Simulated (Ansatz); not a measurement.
# Si₂H₆O + HCl: a complex and its separated parts

Aim: how far the complex at one end of a reaction step lies below its separated, relaxed parts, level by level.

Method: PBE0-D4/def2-TZVP structures, single points in def2-TZVPP, no counterpoise correction; program: Ansatz 0.2.0, Gaussian basis.

Levels: SPW92, PBE-D4, BLYP-D4, r2SCAN-D4, B97M-V, PBE0-D4, B3LYP-D4, r2SCAN0-D4, BHLYP-D4, CAM-B3LYP-D4, wB97X-V, wB97M-V, B2PLYP, PBE-QIDH, RPA on PBE, Hartree-Fock, MP2, CCSD, CCSD(T).

Correlated methods freeze the cores. B3LYP uses VWN-RPA correlation. B2PLYP carries no dispersion term here.

94 further runs of the same task are left out: 94 set aside as unsound or not needed.

## 1. Where the work starts

The complex: 11 atoms, charge 0, spin multiplicity 1.

Atoms are counted from 1 here; the program's logs count them from 0.

Bond lengths: Si1–H3 1.490 Å, Si1–H4 1.490 Å, Si1–Si5 2.340 Å, Si1–O7 1.672 Å, Cl2–H6 1.302 Å, Si5–H8 1.484 Å, Si5–H9 1.484 Å, Si5–H10 1.489 Å, O7–H11 0.959 Å. Angles: H3–Si1–H4 107.3°, H3–Si1–Si5 111.2°, H3–Si1–O7 109.6°, H4–Si1–Si5 111.2°, H4–Si1–O7 109.5°, Si5–Si1–O7 108.0°, Si1–Si5–H8 110.8°, Si1–Si5–H9 110.9°, Si1–Si5–H10 106.4°, H8–Si5–H9 110.3°, H8–Si5–H10 109.2°, H9–Si5–H10 109.2°, Si1–O7–H11 118.1°.

Coordinates:

```xyz
11
ClH7OSi2
Si   -0.8099   -0.7874    0.4167
Cl    3.0766    0.5790   -0.2236
H    -1.4734   -1.8488   -0.3919
H    -1.5699   -0.6633    1.6924
Si   -0.7541    1.2468   -0.7378
H     2.1815   -0.2531    0.2267
O     0.7663   -1.2373    0.7461
H    -0.1179    2.3044    0.0868
H    -0.0392    1.1014   -2.0304
H    -2.1718    1.6187   -1.0020
H     0.9118   -2.0602    1.2169
```

Its parts: Si₂H₆O holds atoms 1, 3, 4, 5, 7, 8, 9, 10, 11; HCl holds atoms 2, 6. Each part counts its atoms afresh in its own runs.

## 2. Relaxing Si₂H₆O alone

Input file relax-a/in.yaml:

```yaml
crystal:
  periodic: [false, false, false]
  atoms:
    - {symbol: Si, position_ang: [-0.809880, -0.787433, 0.416681]}
    - {symbol: H, position_ang: [-1.473387, -1.848821, -0.391888]}
    - {symbol: H, position_ang: [-1.569877, -0.663299, 1.692410]}
    - {symbol: Si, position_ang: [-0.754129, 1.246811, -0.737838]}
    - {symbol: O, position_ang: [0.766297, -1.237295, 0.746094]}
    - {symbol: H, position_ang: [-0.117876, 2.304370, 0.086776]}
    - {symbol: H, position_ang: [-0.039231, 1.101359, -2.030435]}
    - {symbol: H, position_ang: [-2.171804, 1.618669, -1.001956]}
    - {symbol: H, position_ang: [0.911753, -2.060172, 1.216946]}
basis:
  gaussian: {orbitals: def2-TZVP}
hamiltonian: {xc: pbe0, dispersion: d4}
relax: {f_tol: 0.005, max_steps: 200}
```

Launch:

```bash
$ ansatz run in.yaml --threads 4 --pin off --events-out ev --progress --plain --max-ram 9574MiB
```

The log of the run, shortened:

```text
Functional definition: PBE0
  name "PBE0"
  cite "Adamo & Barone, J. Chem. Phys. 110, 6158 (1999) doi:10.1063/1.478522"
  cite "Perdew, Burke & Ernzerhof, Phys. Rev. Lett. 77, 3865 (1996) doi:10.1103/PhysRevLett.77.3865"
  parent pbe
[...]
951 factors; their error is unknown
[...]
mean field -17893.29703148 eV, -657.5665373946 hartree, gradient 6.8e-5 eV, S^2 0.000000; 0 other end points of the search recorded, 0 dependent functions left out
[...]
reference -17893.29706448 eV, -657.5665386071 hartree; 21, 21 occupied and 120, 120 virtual orbitals, 951 factors
[...]
Atom 1 at    -1.489389    -1.851234    -0.386984 Å, force    -0.000229     0.000083     0.000154 eV/Å
Atom 2 at    -1.584007    -0.668757     1.691955 Å, force     0.000397    -0.000011     0.000197 eV/Å
Atom 3 at    -0.763407     1.229031    -0.727892 Å, force    -0.000970    -0.000029     0.000045 eV/Å
Atom 4 at     0.767164    -1.218115     0.733330 Å, force    -0.003014    -0.002867     0.001278 eV/Å
Atom 5 at    -0.112913     2.288729     0.087938 Å, force    -0.000105    -0.000189     0.000240 eV/Å
Atom 6 at    -0.032554     1.092887    -2.015922 Å, force     0.000381    -0.000239     0.000337 eV/Å
Atom 7 at    -2.164454     1.642615    -1.016594 Å, force     0.000191     0.000415    -0.000544 eV/Å
Atom 8 at     0.925584    -2.037278     1.204670 Å, force     0.003288     0.001048    -0.000372 eV/Å
Dipole moment:    -0.038336    -0.240992     0.134737 e Å
```

Run time: 27 s. Hardware: 4 threads of Intel Xeon at 2.50GHz, shared host; peak memory 0.56 GiB.

The steps of the relaxation:

```
step  energy from step 1 (eV)  largest force component (eV/Å)
   1                   0.0000                          0.6312
   2                  -0.0094                          0.3259
   3                  -0.0117                          0.0716
   4                  -0.0118                          0.0052
   5                  -0.0118                          0.0066
   6                  -0.0118                          0.0033
```

Distances of close pairs at the start and the end, largest changes first:

```csv
bond,before (Å),after (Å),change (Å)
Si1–O5,1.672,1.654,-0.018
Si4–H7,1.484,1.487,+0.003
Si4–H6,1.484,1.487,+0.003
Si1–H3,1.490,1.493,+0.003
Si1–H2,1.490,1.493,+0.003
Si1–Si4,2.340,2.338,-0.002
O5–H9,0.959,0.958,-0.001
Si4–H8,1.489,1.489,-0.000
```

## 3. Relaxing HCl alone

Input file relax-b/in.yaml:

```yaml
crystal:
  periodic: [false, false, false]
  atoms:
    - {symbol: Cl, position_ang: [3.076565, 0.578972, -0.223613]}
    - {symbol: H, position_ang: [2.181470, -0.253062, 0.226719]}
basis:
  gaussian: {orbitals: def2-TZVP}
hamiltonian: {xc: pbe0, dispersion: d4}
relax: {f_tol: 0.005, max_steps: 200}
```

Launch:

```bash
$ ansatz run in.yaml --threads 4 --pin off --events-out ev --progress --plain --max-ram 9574MiB
```

The log of the run, shortened:

```text
[... 5 set-up lines as earlier in the session ...]
[...]
312 factors; their error is unknown
[...]
mean field -12535.30784263 eV, -460.6640664799 hartree, gradient 4.3e-5 eV, S^2 0.000000; 0 other end points of the search recorded, 0 dependent functions left out
[...]
reference -12535.31647356 eV, -460.6643836607 hartree; 9, 9 occupied and 34, 34 virtual orbitals, 312 factors
Total energy: -12535.32105154 eV, -460.6645518983 hartree
Atom 0 at     3.068505     0.571480    -0.219558 Å, force    -0.001922    -0.001787     0.000967 eV/Å
Atom 1 at     2.189530    -0.245570     0.222664 Å, force     0.001922     0.001787    -0.000967 eV/Å
Dipole moment:    -0.180497    -0.167781     0.090810 e Å
```

It took 3.1 s on 4 threads of Intel Xeon at 2.50GHz, shared host; peak memory 0.56 GiB.

Along the way:

| step | energy from step 1 (eV) | largest force component (eV/Å) |
| --- | --- | --- |
| 1 | 0.0000 | 0.4914 |
| 2 | -0.0072 | 0.2012 |
| 3 | -0.0086 | 0.0080 |
| 4 | -0.0086 | 0.0019 |

The bond:

| bond | before (Å) | after (Å) | change (Å) |
| --- | --- | --- | --- |
| Cl1–H2 | 1.302 | 1.279 | -0.023 |

## 4. SPW92/def2-TZVPP

Input file parta/in.yaml:

```yaml
crystal:
  periodic: [false, false, false]
  atoms:
    - {symbol: Si, position_ang: [-0.804159, -0.803689, 0.426288]}
    - {symbol: H, position_ang: [-1.489389, -1.851234, -0.386984]}
    - {symbol: H, position_ang: [-1.584007, -0.668757, 1.691955]}
    - {symbol: Si, position_ang: [-0.763407, 1.229031, -0.727892]}
    - {symbol: O, position_ang: [0.767164, -1.218115, 0.733330]}
    - {symbol: H, position_ang: [-0.112913, 2.288729, 0.087938]}
    - {symbol: H, position_ang: [-0.032554, 1.092887, -2.015922]}
    - {symbol: H, position_ang: [-2.164454, 1.642615, -1.016594]}
    - {symbol: H, position_ang: [0.925584, -2.037278, 1.204670]}
basis:
  gaussian: {orbitals: def2-TZVPP}
hamiltonian: {xc: lda}
```

Input file partb/in.yaml:

```yaml
crystal:
  periodic: [false, false, false]
  atoms:
    - {symbol: Cl, position_ang: [3.068505, 0.571480, -0.219558]}
    - {symbol: H, position_ang: [2.189530, -0.245570, 0.222664]}
basis:
  gaussian: {orbitals: def2-TZVPP}
hamiltonian: {xc: lda}
```

The same command starts each run, in its folder.

Launch:

```bash
$ ansatz run in.yaml --threads 4 --pin off --events-out ev --progress --plain --max-ram 9574MiB
```

Log of parta, shortened:

```text
Functional definition: SPW92
  name "SPW92"
  cite "Dirac, Proc. Camb. Phil. Soc. 26, 376 (1930) doi:10.1017/S0305004100016108"
  cite "Slater, Phys. Rev. 81, 385 (1951) doi:10.1103/PhysRev.81.385"
  cite "Perdew & Wang, Phys. Rev. B 45, 13244 (1992) doi:10.1103/PhysRevB.45.13244"
[...]
1081 factors; their error is unknown
[...]
mean field -17823.02683612 eV, -654.9841553458 hartree, gradient 3.8e-5 eV, S^2 0.000000; 0 other end points of the search recorded, 0 dependent functions left out
reference -17823.02687682 eV, -654.9841568415 hartree; 21, 21 occupied and 178, 178 virtual orbitals, 1081 factors
Total energy: -17823.02687682 eV, -654.9841568415 hartree
```

Log of partb, shortened:

```text
[... 5 set-up lines as earlier in the session ...]
[...]
353 factors; their error is unknown
[...]
mean field -12498.56391460 eV, -459.3137520306 hartree, gradient 5.7e-5 eV, S^2 0.000000; 0 other end points of the search recorded, 0 dependent functions left out
reference -12498.56393401 eV, -459.3137527439 hartree; 9, 9 occupied and 47, 47 virtual orbitals, 353 factors
Total energy: -12498.56393401 eV, -459.3137527439 hartree
```

They took 3.1 s (parta), 0.46 s (partb) on 4 threads of Intel Xeon at 2.50GHz, shared host; peak memory 0.56 GiB.

## 5. PBE-D4/def2-TZVPP

The same edit goes into each in.yaml of step 4 (parta, partb):

```diff
-hamiltonian: {xc: lda}
+hamiltonian: {xc: pbe, dispersion: d4}
```

Each run has its own folder and the same command.

Launch:

```bash
$ ansatz run in.yaml --threads 4 --pin off --events-out ev --progress --plain --max-ram 9574MiB
```

Output in parta, shortened:

```text
Functional definition: PBE
  name "PBE"
[... 2 set-up lines as earlier in the session ...]
[...]
1081 factors; their error is unknown
[...]
mean field -17891.64729208 eV, -657.5059105897 hartree, gradient 4.0e-5 eV, S^2 0.000000; 0 other end points of the search recorded, 0 dependent functions left out
reference -17891.64733558 eV, -657.5059121886 hartree; 21, 21 occupied and 178, 178 virtual orbitals, 1081 factors
Total energy: -17891.80723700 eV, -657.5117884573 hartree
```

Log of partb, shortened:

```text
[... 4 set-up lines as earlier in the session ...]
[...]
353 factors; their error is unknown
[...]
mean field -12534.30965877 eV, -460.6273838995 hartree, gradient 8.1e-5 eV, S^2 0.000000; 0 other end points of the search recorded, 0 dependent functions left out
reference -12534.30967968 eV, -460.6273846679 hartree; 9, 9 occupied and 47, 47 virtual orbitals, 353 factors
Total energy: -12534.31534092 eV, -460.6275927149 hartree
```

Times: 3.2 s (parta), 0.51 s (partb) on 4 threads of Intel Xeon at 2.50GHz, shared host; peak memory 0.56 GiB.

## 6. BLYP-D4/def2-TZVPP

The same edit goes into each in.yaml of step 5 (parta, partb):

```diff
-hamiltonian: {xc: pbe, dispersion: d4}
+hamiltonian: {xc: {name: BLYP}, dispersion: d4}
```

One command serves all of them, each in its own folder.

Launch:

```bash
$ ansatz run in.yaml --threads 4 --pin off --events-out ev --progress --plain --max-ram 9574MiB
```

parta printed, shortened:

```text
Functional definition: BLYP
  name "BLYP"
  cite "Becke, Phys. Rev. A 38, 3098 (1988) doi:10.1103/PhysRevA.38.3098"
  cite "Lee, Yang & Parr, Phys. Rev. B 37, 785 (1988) doi:10.1103/PhysRevB.37.785"
[...]
1081 factors; their error is unknown
[...]
mean field -17901.57018537 eV, -657.8705701924 hartree, gradient 8.4e-5 eV, S^2 0.000000; 0 other end points of the search recorded, 0 dependent functions left out
reference -17901.57054775 eV, -657.8705835095 hartree; 21, 21 occupied and 178, 178 virtual orbitals, 1081 factors
Total energy: -17901.91943036 eV, -657.8834047088 hartree
```

Log of partb, shortened:

```text
[... 4 set-up lines as earlier in the session ...]
[...]
353 factors; their error is unknown
[...]
mean field -12539.38864074 eV, -460.8140330444 hartree, gradient 4.5e-5 eV, S^2 0.000000; 0 other end points of the search recorded, 0 dependent functions left out
reference -12539.38884507 eV, -460.8140405531 hartree; 9, 9 occupied and 47, 47 virtual orbitals, 353 factors
Total energy: -12539.40233442 eV, -460.8145362776 hartree
```

They took 2.7 s (parta), 0.57 s (partb) on 4 threads of Intel Xeon at 2.50GHz, shared host; peak memory 0.56 GiB.

## 7. r2SCAN-D4/def2-TZVPP

The same edit goes into each in.yaml of step 6 (parta, partb):

```diff
-hamiltonian: {xc: {name: BLYP}, dispersion: d4}
+hamiltonian: {xc: r2scan, dispersion: d4}
```

The same command starts each run, in its folder.

Launch:

```bash
$ ansatz run in.yaml --threads 4 --pin off --events-out ev --progress --plain --max-ram 9574MiB
```

parta printed, shortened:

```text
Functional definition: r2SCAN
  name "r2SCAN"
  cite "Furness, Kaplan, Ning, Perdew & Sun, J. Phys. Chem. Lett. 11, 8208 (2020) doi:10.1021/acs.jpclett.0c02405"
  cite "Furness, Kaplan, Ning, Perdew & Sun, J. Phys. Chem. Lett. 11, 9248 (2020) doi:10.1021/acs.jpclett.0c03077"
  parent r2scan
[...]
1081 factors; their error is unknown
[...]
mean field -17899.81810923 eV, -657.8061825816 hartree, gradient 7.8e-5 eV, S^2 0.000000; 0 other end points of the search recorded, 0 dependent functions left out
reference -17899.81812273 eV, -657.8061830778 hartree; 21, 21 occupied and 178, 178 virtual orbitals, 1081 factors
Total energy: -17899.85611998 eV, -657.8075794509 hartree
```

Output in partb, shortened:

```text
[... 5 set-up lines as earlier in the session ...]
[...]
353 factors; their error is unknown
[...]
mean field -12538.62224963 eV, -460.7858686904 hartree, gradient 3.1e-5 eV, S^2 0.000000; 0 other end points of the search recorded, 0 dependent functions left out
reference -12538.62225496 eV, -460.7858688862 hartree; 9, 9 occupied and 47, 47 virtual orbitals, 353 factors
Total energy: -12538.62352093 eV, -460.7859154098 hartree
```

Times: 4.7 s (parta), 1.3 s (partb) on 4 threads of Intel Xeon at 2.50GHz, shared host; peak memory 0.56 GiB.

## 8. B97M-V/def2-TZVPP

The same edit goes into each in.yaml of step 7 (parta, partb):

```diff
-hamiltonian: {xc: r2scan, dispersion: d4}
+hamiltonian: {xc: {name: B97M-V}}
```

The same command starts each run, in its folder.

Launch:

```bash
$ ansatz run in.yaml --threads 4 --pin off --events-out ev --progress --plain --max-ram 9574MiB
```

Output in parta, shortened:

```text
Functional definition: B97M-V
  name "B97M-V"
  cite "Mardirossian & Head-Gordon, J. Chem. Phys. 142, 074111 (2015) doi:10.1063/1.4907719"
  cite "Becke, J. Chem. Phys. 107, 8554 (1997) doi:10.1063/1.475007"
  cite "Vydrov & Van Voorhis, J. Chem. Phys. 133, 244103 (2010) doi:10.1063/1.3521275"
  # Of w^i u^j: cxij and so on, Table III.
[...]
  gx(w, u) = cx00 + cx01*u + cx02*u^2 + (cx10 + cx11*u)*w
[...]
  gos(w, u) = cos00 + cos01*u + cos03*u^3 + cos10*w + cos32*w^3*u^2
[...]
      + integral(e_c_pw_mod_opposite_spin*gos(b97_w_opposite, b97_u_opposite)) + vv10(b, c)
1081 factors; their error is unknown
[...]
mean field -17897.70909962 eV, -657.7286779081 hartree, gradient 4.1e-5 eV, S^2 0.000000; 0 other end points of the search recorded, 0 dependent functions left out
reference -17897.70916686 eV, -657.7286803793 hartree; 21, 21 occupied and 178, 178 virtual orbitals, 1081 factors
Total energy: -17897.70916686 eV, -657.7286803793 hartree
```

Output in partb, shortened:

```text
[... 5 set-up lines as earlier in the session ...]
  # Of w^i u^j: cxij and so on, Table III.
[...]
  gx(w, u) = cx00 + cx01*u + cx02*u^2 + (cx10 + cx11*u)*w
[...]
  gos(w, u) = cos00 + cos01*u + cos03*u^3 + cos10*w + cos32*w^3*u^2
[...]
      + integral(e_c_pw_mod_opposite_spin*gos(b97_w_opposite, b97_u_opposite)) + vv10(b, c)
353 factors; their error is unknown
[...]
mean field -12536.22646398 eV, -460.6978251917 hartree, gradient 1.2e-5 eV, S^2 0.000000; 0 other end points of the search recorded, 0 dependent functions left out
reference -12536.22649211 eV, -460.6978262254 hartree; 9, 9 occupied and 47, 47 virtual orbitals, 353 factors
Total energy: -12536.22649211 eV, -460.6978262254 hartree
```

They took 9 s (parta), 1.2 s (partb) on 4 threads of Intel Xeon at 2.50GHz, shared host; peak memory 0.56 GiB.

## 9. PBE0-D4/def2-TZVPP

Each input of step 8 (parta, partb) changes in the same lines:

```diff
-hamiltonian: {xc: {name: B97M-V}}
+hamiltonian: {xc: pbe0, dispersion: d4}
+output: {orbitals: {seedname: orbitals}}
```

Each run has its own folder and the same command.

Launch:

```bash
$ ansatz run in.yaml --threads 4 --pin off --events-out ev --progress --plain --max-ram 9574MiB
```

parta printed, shortened:

```text
[... 5 set-up lines as earlier in the session ...]
[...]
1087 factors; their error is unknown
[...]
mean field -17893.37651807 eV, -657.5694584727 hartree, gradient 5.1e-5 eV, S^2 0.000000; 0 other end points of the search recorded, 0 dependent functions left out
reference -17893.37655070 eV, -657.5694596718 hartree; 21, 21 occupied and 178, 178 virtual orbitals, 1087 factors
Total energy: -17893.51180874 eV, -657.5744303134 hartree
```

partb printed, shortened:

```text
[... 5 set-up lines as earlier in the session ...]
[...]
384 factors; their error is unknown
[...]
mean field -12535.34597266 eV, -460.6654677328 hartree, gradient 3.6e-5 eV, S^2 0.000000; 0 other end points of the search recorded, 0 dependent functions left out
reference -12535.34598831 eV, -460.6654683077 hartree; 9, 9 occupied and 47, 47 virtual orbitals, 384 factors
Total energy: -12535.35056629 eV, -460.6656365453 hartree
```

Wall times: 3 s (parta), 0.63 s (partb) on 4 threads of Intel Xeon at 2.50GHz, shared host; peak memory 0.56 GiB.

## 10. B3LYP-D4/def2-TZVPP

Each input of step 9 (parta, partb) changes in the same lines:

```diff
-hamiltonian: {xc: pbe0, dispersion: d4}
-output: {orbitals: {seedname: orbitals}}
+hamiltonian: {xc: {name: B3LYP}, dispersion: d4}
```

One command serves all of them, each in its own folder.

Launch:

```bash
$ ansatz run in.yaml --threads 4 --pin off --events-out ev --progress --plain --max-ram 9574MiB
```

Output in parta, shortened:

```text
Functional definition: B3LYP
  name "B3LYP"
  cite "Stephens, Devlin, Chabalowski & Frisch, J. Phys. Chem. 98, 11623 (1994) doi:10.1021/j100096a001"
[... 2 set-up lines as earlier in the session ...]
  cite "Vosko, Wilk & Nusair, Can. J. Phys. 58, 1200 (1980) doi:10.1139/p80-159"
[...]
1087 factors; their error is unknown
[...]
mean field -17903.75517706 eV, -657.9508671559 hartree, gradient 8.3e-5 eV, S^2 0.000000; 0 other end points of the search recorded, 0 dependent functions left out
reference -17903.75544725 eV, -657.9508770852 hartree; 21, 21 occupied and 178, 178 virtual orbitals, 1087 factors
Total energy: -17904.01484350 eV, -657.9604097214 hartree
```

Output in partb, shortened:

```text
[... 6 set-up lines as earlier in the session ...]
[...]
372 factors; their error is unknown
[...]
mean field -12539.99363773 eV, -460.8362662736 hartree, gradient 4.5e-5 eV, S^2 0.000000; 0 other end points of the search recorded, 0 dependent functions left out
reference -12539.99378979 eV, -460.8362718617 hartree; 9, 9 occupied and 47, 47 virtual orbitals, 372 factors
Total energy: -12540.00297655 eV, -460.8366094688 hartree
```

Times: 3.4 s (parta), 0.62 s (partb) on 4 threads of Intel Xeon at 2.50GHz, shared host; peak memory 0.56 GiB.

## 11. r2SCAN0-D4/def2-TZVPP

Each input of step 10 (parta, partb) changes in the same lines:

```diff
-hamiltonian: {xc: {name: B3LYP}, dispersion: d4}
+hamiltonian: {xc: {name: r2SCAN0}, dispersion: d4}
```

Each run has its own folder and the same command.

Launch:

```bash
$ ansatz run in.yaml --threads 4 --pin off --events-out ev --progress --plain --max-ram 9574MiB
```

Output in parta, shortened:

```text
Functional definition: r2SCAN0
  name "r2SCAN0"
  cite "Bursch, Neugebauer, Ehlert & Grimme, J. Chem. Phys. 156, 134105 (2022) doi:10.1063/5.0086040"
[... 3 set-up lines as earlier in the session ...]
[...]
1087 factors; their error is unknown
[...]
mean field -17899.34110297 eV, -657.7886529250 hartree, gradient 4.3e-5 eV, S^2 0.000000; 0 other end points of the search recorded, 0 dependent functions left out
reference -17899.34111374 eV, -657.7886533206 hartree; 21, 21 occupied and 178, 178 virtual orbitals, 1087 factors
Total energy: -17899.38635670 eV, -657.7903159687 hartree
```

Output in partb, shortened:

```text
[... 6 set-up lines as earlier in the session ...]
[...]
384 factors; their error is unknown
[...]
mean field -12538.53745292 eV, -460.7827524687 hartree, gradient 4.5e-6 eV, S^2 0.000000; 0 other end points of the search recorded, 0 dependent functions left out
reference -12538.53745717 eV, -460.7827526250 hartree; 9, 9 occupied and 47, 47 virtual orbitals, 384 factors
Total energy: -12538.53891071 eV, -460.7828060418 hartree
```

Wall times: 5.5 s (parta), 1.3 s (partb) on 4 threads of Intel Xeon at 2.50GHz, shared host; peak memory 0.56 GiB.

## 12. BHLYP-D4/def2-TZVPP

Each input of step 11 (parta, partb) changes in the same lines:

```diff
-hamiltonian: {xc: {name: r2SCAN0}, dispersion: d4}
+hamiltonian: {xc: {name: BHLYP}, dispersion: d4}
```

One command serves all of them, each in its own folder.

Launch:

```bash
$ ansatz run in.yaml --threads 4 --pin off --events-out ev --progress --plain --max-ram 9574MiB
```

parta printed, shortened:

```text
Functional definition: BHLYP
  name "BHLYP"
  cite "Becke, J. Chem. Phys. 98, 1372 (1993) doi:10.1063/1.464304"
[... 2 set-up lines as earlier in the session ...]
[...]
1151 factors; their error is unknown
[...]
mean field -17901.39591566 eV, -657.8641658984 hartree, gradient 6.7e-5 eV, S^2 0.000000; 0 other end points of the search recorded, 0 dependent functions left out
reference -17901.39609801 eV, -657.8641726000 hartree; 21, 21 occupied and 178, 178 virtual orbitals, 1151 factors
Total energy: -17901.60474111 eV, -657.8718400924 hartree
```

Output in partb, shortened:

```text
[... 5 set-up lines as earlier in the session ...]
[...]
403 factors; their error is unknown
[...]
mean field -12539.47112525 eV, -460.8170642940 hartree, gradient 2.7e-5 eV, S^2 0.000000; 0 other end points of the search recorded, 0 dependent functions left out
reference -12539.47122875 eV, -460.8170680975 hartree; 9, 9 occupied and 47, 47 virtual orbitals, 403 factors
Total energy: -12539.47727525 eV, -460.8172903025 hartree
```

Times: 3.4 s (parta), 0.71 s (partb) on 4 threads of Intel Xeon at 2.50GHz, shared host; peak memory 0.56 GiB.

(Part 1 of 2 ends here.)
